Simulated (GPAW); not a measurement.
Crystal: Al2O3.

```xyz
10
Lattice="2.3770 1.3724 4.3300 -2.3770 1.3724 4.3300 0.0000 -2.7447 4.3300" Properties=species:S:1:pos:R:3 pbc="T T T"
Al    0.0000    0.0000   11.0711
Al    0.0000    0.0000    8.4139
Al    0.0000    0.0000    1.9189
Al    0.0000    0.0000    4.5761
O    -0.9204   -1.3724    5.4125
O     1.6487   -0.1109    5.4125
O    -0.7283    1.4832    5.4125
O     0.9204    1.3724    7.5775
O    -1.6487    0.1109    7.5775
O     0.7283   -1.4832    7.5775
```

Base run:

* Program: GPAW 26.7.0
* Functional: GLLB-SC
* Potentials or basis: the program's PAW data sets (release 1.2.1) made for this functional
* Cutoff: 800 eV
* Basis: pw
* k mesh: 4 × 4 × 4
* Occupations: fermi-dirac, width 0.05 eV
* Spin: no spin polarisation

Its results: band gap on the k mesh, kohn-sham part alone 7.25 eV, direct.

The run is repeated on the same cell with these changes: functional from GLLB-SC to LDA. What comes out?

Band gap on the k mesh 6.22 eV, direct.

Caveats: a model potential gives levels but no total energy (some runs).
